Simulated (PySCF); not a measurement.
# GeH₂ (triplet): EPR parameters

Aim: compute the EPR parameters of GeH₂ (triplet) (`[GeH2]`).

Programs: PySCF 2.14.0, with routines of our own; each step states its level. All values are computed. Atoms count from 0.

## (1) The starting structure

3 atoms, charge 0, multiplicity 3; geometry from: GFN2-xTB.

## (2) EPR parameters: PBE0/pcH-1 Ge:dyall-v2z, spin–orbit

The job: settings as JSON, then the geometry in Å.

```
{"job": {"kind": "hepr", "xc": "PBE0", "basis": {"default": "pcH-1", "Ge": "dyall-v2z"}, "rel": "so"}, "charge": 0, "multiplicity": 3}
Ge     0.004077     0.598685    -0.002566
H     -1.277665    -0.299615    -0.011516
H      1.285069    -0.301608     0.001528
```

Method: PBE0/pcH-1 Ge:dyall-v2z EPR parameters from three collinear SCF solutions, X2C with spin-orbit coupling, screened-nuclear two-electron part, Gaussian nuclei, gas phase.

Started as:

```console
$ OMP_NUM_THREADS=1 python heavy_run.py task.json out
```

The driver reads the jobs from task.json and runs them one after another.

Output:

```text
spin-free SCF
coarse grid: 12360 points
cycle   1  E = -2099.6639790326  dE = -1.731e-01  |g| = 2.551e-01  |ddm| = 1.024e+00
cycle   2  E = -2099.6628909393  dE =  1.088e-03  |g| = 3.351e-01  |ddm| = 2.592e-01
cycle   3  E = -2099.6741089246  dE = -1.122e-02  |g| = 1.430e-02  |ddm| = 9.164e-02
cycle   4  E = -2099.6742008104  dE = -9.189e-05  |g| = 7.879e-03  |ddm| = 2.214e-02
cycle   5  E = -2099.6742266430  dE = -2.583e-05  |g| = 1.250e-03  |ddm| = 1.060e-02
cycle   6  E = -2099.6742292457  dE = -2.603e-06  |g| = 4.379e-04  |ddm| = 3.112e-03
final grid: 23784 points
cycle   7  E = -2099.6743520058  dE = -2.739e-07  |g| = 4.129e-04  |ddm| = 9.641e-04
cycle   8  E = -2099.6743520556  dE = -4.979e-08  |g| = 1.823e-04  |ddm| = 4.610e-04
cycle   9  E = -2099.6743520713  dE = -1.575e-08  |g| = 7.583e-05  |ddm| = 2.218e-04
cycle  10  E = -2099.6743520744  dE = -3.087e-09  |g| = 2.778e-05  |ddm| = 8.089e-05
converged SCF energy = -2099.6743520744
two-component SCF, magnetisation along principal axis 1
cycle   1  E = -2099.6370805851  dE = -2.100e+03  |FDS-SDF| = 1.503e+01
cycle   2  E = -2099.7172576862  dE = -8.018e-02  |FDS-SDF| = 7.130e-02
cycle   3  E = -2099.7173173318  dE = -5.965e-05  |FDS-SDF| = 2.521e-03
cycle   4  E = -2099.7173189686  dE = -1.637e-06  |FDS-SDF| = 1.326e-03
cycle   5  E = -2099.7173191741  dE = -2.055e-07  |FDS-SDF| = 5.839e-04
cycle   6  E = -2099.7173192776  dE = -1.035e-07  |FDS-SDF| = 9.170e-05
cycle   7  E = -2099.7173192924  dE = -1.480e-08  |FDS-SDF| = 2.353e-05
converged, E = -2099.7173192924
two-component SCF, magnetisation along principal axis 2
cycle   1  E = -2099.6370805851  dE = -2.100e+03  |FDS-SDF| = 1.503e+01
cycle   2  E = -2099.7173414241  dE = -8.026e-02  |FDS-SDF| = 7.145e-02
cycle   3  E = -2099.7175034172  dE = -1.620e-04  |FDS-SDF| = 4.725e-03
cycle   4  E = -2099.7176486324  dE = -1.452e-04  |FDS-SDF| = 4.914e-03
cycle   5  E = -2099.7176926274  dE = -4.399e-05  |FDS-SDF| = 4.989e-03
cycle   6  E = -2099.7173991489  dE =  2.935e-04  |FDS-SDF| = 3.375e-03
cycle   7  E = -2099.7172022009  dE =  1.969e-04  |FDS-SDF| = 1.952e-03
cycle   8  E = -2099.7172021969  dE =  4.002e-09  |FDS-SDF| = 1.973e-03
cycle   9  E = -2099.7172015326  dE =  6.643e-07  |FDS-SDF| = 2.673e-04
cycle  10  E = -2099.7172015602  dE = -2.752e-08  |FDS-SDF| = 6.979e-05
converged, E = -2099.7172015602
two-component SCF, magnetisation along principal axis 3
cycle   1  E = -2099.6370805851  dE = -2.100e+03  |FDS-SDF| = 1.503e+01
cycle   2  E = -2099.7173401511  dE = -8.026e-02  |FDS-SDF| = 7.145e-02
cycle   3  E = -2099.7175006340  dE = -1.605e-04  |FDS-SDF| = 4.698e-03
cycle   4  E = -2099.7176451008  dE = -1.445e-04  |FDS-SDF| = 4.904e-03
cycle   5  E = -2099.7176870904  dE = -4.199e-05  |FDS-SDF| = 4.974e-03
cycle   6  E = -2099.7173857260  dE =  3.014e-04  |FDS-SDF| = 3.283e-03
cycle   7  E = -2099.7171993985  dE =  1.863e-04  |FDS-SDF| = 1.906e-03
cycle   8  E = -2099.7171993177  dE =  8.076e-08  |FDS-SDF| = 2.062e-03
cycle   9  E = -2099.7171990452  dE =  2.725e-07  |FDS-SDF| = 3.036e-04
cycle  10  E = -2099.7171990793  dE = -3.409e-08  |FDS-SDF| = 5.977e-05
cycle  11  E = -2099.7171990814  dE = -2.033e-09  |FDS-SDF| = 1.733e-05
converged, E = -2099.7171990814

g tensor 1.99303 1.99752 1.99831   isotropic 1.99628

Hyperfine (MHz)
atom isotope      a_iso        A1        A2        A3
  0   73Ge     -191.59    -217.87    -204.71    -152.20
  1     1H       98.77      93.95      97.29     105.06
  2     1H       98.82      94.00      97.34     105.11

Field gradients (au) and densities at the nuclei (bohr^-3)
atom        Vxx        Vyy        Vzz        centre      nuclear mean
  0 Ge    -0.3554    -0.9872     1.3426      29258.175      29228.797
  1 H     -0.0551    -0.0686     0.1236          0.384          0.384
  2 H     -0.0549    -0.0684     0.1234          0.384          0.384
without picture change
  0 Ge                           1.3817                     45028.363
```

It took 6.5 s on 1 thread of Intel Xeon 6975P-C, shared host; peak memory 0.43 GiB.

In short:

```csv
quantity,value
g(iso),1.9963
```

Mulliken spin populations:

```csv
atom,value (e)
Ge0,1.80
H1,0.10
H2,0.10
```

## (3) EPR parameters: PBE0/pcH-1 Ge:dyall-v2z, spin-free

The job: settings as JSON, then the geometry in Å.

```
{"job": {"kind": "hepr", "xc": "PBE0", "basis": {"default": "pcH-1", "Ge": "dyall-v2z"}, "rel": "sf"}, "charge": 0, "multiplicity": 3}
Ge     0.004077     0.598685    -0.002566
H     -1.277665    -0.299615    -0.011516
H      1.285069    -0.301608     0.001528
```

With the program's defaults for keys left out, this is: PBE0/pcH-1 Ge:dyall-v2z EPR parameters from three collinear SCF solutions, X2C without spin-orbit coupling, Gaussian nuclei, gas phase.

Output:

```text
spin-free SCF
coarse grid: 12360 points
cycle   1  E = -2099.6639790326  dE = -1.731e-01  |g| = 2.551e-01  |ddm| = 1.024e+00
cycle   2  E = -2099.6628909393  dE =  1.088e-03  |g| = 3.351e-01  |ddm| = 2.592e-01
cycle   3  E = -2099.6741089246  dE = -1.122e-02  |g| = 1.430e-02  |ddm| = 9.164e-02
cycle   4  E = -2099.6742008104  dE = -9.189e-05  |g| = 7.879e-03  |ddm| = 2.214e-02
cycle   5  E = -2099.6742266430  dE = -2.583e-05  |g| = 1.250e-03  |ddm| = 1.060e-02
cycle   6  E = -2099.6742292457  dE = -2.603e-06  |g| = 4.379e-04  |ddm| = 3.112e-03
final grid: 23784 points
cycle   7  E = -2099.6743520058  dE = -2.739e-07  |g| = 4.129e-04  |ddm| = 9.641e-04
cycle   8  E = -2099.6743520556  dE = -4.979e-08  |g| = 1.823e-04  |ddm| = 4.610e-04
cycle   9  E = -2099.6743520713  dE = -1.575e-08  |g| = 7.583e-05  |ddm| = 2.218e-04
cycle  10  E = -2099.6743520744  dE = -3.087e-09  |g| = 2.778e-05  |ddm| = 8.089e-05
converged SCF energy = -2099.6743520744
two-component SCF, magnetisation along principal axis 1
cycle   1  E = -2099.6743520741  dE = -2.100e+03  |FDS-SDF| = 3.929e-05
cycle   2  E = -2099.6743520747  dE = -5.984e-10  |FDS-SDF| = 4.450e-05
converged, E = -2099.6743520747
two-component SCF, magnetisation along principal axis 2
cycle   1  E = -2099.6743520741  dE = -2.100e+03  |FDS-SDF| = 3.929e-05
cycle   2  E = -2099.6743520747  dE = -5.989e-10  |FDS-SDF| = 4.450e-05
converged, E = -2099.6743520747
two-component SCF, magnetisation along principal axis 3
cycle   1  E = -2099.6743520741  dE = -2.100e+03  |FDS-SDF| = 3.929e-05
cycle   2  E = -2099.6743520747  dE = -5.989e-10  |FDS-SDF| = 4.450e-05
converged, E = -2099.6743520747

g tensor 2.00241 2.00244 2.00249   isotropic 2.00245

Hyperfine (MHz)
atom isotope      a_iso        A1        A2        A3
  0   73Ge     -195.06    -223.80    -202.85    -158.52
  1     1H       99.34      93.68      98.53     105.80
  2     1H       99.38      93.73      98.57     105.85

Field gradients (au) and densities at the nuclei (bohr^-3)
atom        Vxx        Vyy        Vzz        centre      nuclear mean
  0 Ge    -0.3878    -0.9765     1.3643      29256.520      29227.141
  1 H     -0.0550    -0.0687     0.1237          0.384          0.384
  2 H     -0.0548    -0.0685     0.1234          0.384          0.384
without picture change
  0 Ge                           1.4030                     45028.602
```

It took 2.5 s on 1 thread of Intel Xeon 6975P-C, shared host; peak memory 0.43 GiB.

Key values:

```csv
quantity,value
g(iso),2.0025
```

## (4) EPR parameters: PBE0/pcH-1 Ge:dyall-v2z, non-relativistic

The job: settings as JSON, then the geometry in Å.

```
{"job": {"kind": "hepr", "xc": "PBE0", "basis": {"default": "pcH-1", "Ge": "dyall-v2z"}, "rel": "nr"}, "charge": 0, "multiplicity": 3}
Ge     0.004077     0.598685    -0.002566
H     -1.277665    -0.299615    -0.011516
H      1.285069    -0.301608     0.001528
```

Level: PBE0/pcH-1 Ge:dyall-v2z EPR parameters from three collinear SCF solutions, non-relativistic, Gaussian nuclei, gas phase.

Output:

```text
non-relativistic SCF
coarse grid: 12360 points
cycle   1  E = -2077.8116446898  dE = -1.301e+01  |g| = 1.271e+00  |ddm| = 1.084e+00
cycle   2  E = -2077.7923355666  dE =  1.931e-02  |g| = 8.747e-01  |ddm| = 3.895e-01
cycle   3  E = -2077.8430642859  dE = -5.073e-02  |g| = 3.601e-01  |ddm| = 2.649e-01
cycle   4  E = -2077.8544497464  dE = -1.139e-02  |g| = 1.203e-02  |ddm| = 7.887e-02
cycle   5  E = -2077.8544738543  dE = -2.411e-05  |g| = 1.194e-03  |ddm| = 7.042e-03
cycle   6  E = -2077.8544762057  dE = -2.351e-06  |g| = 7.673e-04  |ddm| = 2.922e-03
final grid: 23784 points
cycle   7  E = -2077.8544843174  dE = -4.447e-07  |g| = 8.053e-04  |ddm| = 1.833e-03
cycle   8  E = -2077.8544843708  dE = -5.340e-08  |g| = 1.156e-03  |ddm| = 1.080e-03
cycle   9  E = -2077.8544845463  dE = -1.755e-07  |g| = 9.539e-05  |ddm| = 4.138e-04
cycle  10  E = -2077.8544845570  dE = -1.067e-08  |g| = 3.725e-05  |ddm| = 1.824e-04
cycle  11  E = -2077.8544845609  dE = -3.866e-09  |g| = 1.929e-06  |ddm| = 1.707e-04
converged SCF energy = -2077.8544845609
two-component SCF, magnetisation along principal axis 1
cycle   1  E = -2077.8544845609  dE = -2.078e+03  |FDS-SDF| = 2.728e-06
cycle   2  E = -2077.8544845609  dE = -6.366e-12  |FDS-SDF| = 1.455e-06
converged, E = -2077.8544845609
two-component SCF, magnetisation along principal axis 2
cycle   1  E = -2077.8544845609  dE = -2.078e+03  |FDS-SDF| = 2.728e-06
cycle   2  E = -2077.8544845609  dE = -2.274e-12  |FDS-SDF| = 1.455e-06
converged, E = -2077.8544845609
two-component SCF, magnetisation along principal axis 3
cycle   1  E = -2077.8544845609  dE = -2.078e+03  |FDS-SDF| = 2.728e-06
cycle   2  E = -2077.8544845609  dE = -5.457e-12  |FDS-SDF| = 1.455e-06
converged, E = -2077.8544845609

Hyperfine (MHz)
atom isotope      a_iso        A1        A2        A3
  0   73Ge     -181.39    -208.73    -189.01    -146.42
  1     1H       89.55      83.86      88.65      96.15
  2     1H       89.59      83.90      88.69      96.19

Field gradients (au) and densities at the nuclei (bohr^-3)
atom        Vxx        Vyy        Vzz        centre      nuclear mean
  0 Ge    -0.3094    -0.9371     1.2466      22241.626      22227.778
  1 H     -0.0566    -0.0700     0.1266          0.386          0.386
  2 H     -0.0564    -0.0699     0.1263          0.386          0.386
```

It took 2.2 s on 1 thread of Intel Xeon 6975P-C, shared host; peak memory 0.43 GiB.

## (5) Results

| quantity | value |
| --- | --- |
| g(iso) (step 2, PBE0/pcH-1 Ge:dyall-v2z, spin–orbit) | 1.9963 |
| a(iso) (step 2, PBE0/pcH-1 Ge:dyall-v2z, spin–orbit) | 73Ge Ge0 -191.6, 1H H2 98.8, 1H H1 98.8 MHz |
| g(iso) (step 3, PBE0/pcH-1 Ge:dyall-v2z, spin-free) | 2.0025 |
| a(iso) (step 3, PBE0/pcH-1 Ge:dyall-v2z, spin-free) | 73Ge Ge0 -195.1, 1H H2 99.4, 1H H1 99.3 MHz |
| a(iso) (step 4, PBE0/pcH-1 Ge:dyall-v2z, non-relativistic) | 73Ge Ge0 -181.4, 1H H2 89.6, 1H H1 89.5 MHz |

**Reading.** In steps 2, 3, 4 the triplet was assumed, and a singlet may lie lower. Without spin-orbit coupling g stays near the free electron's, so those rows hold no g shift.
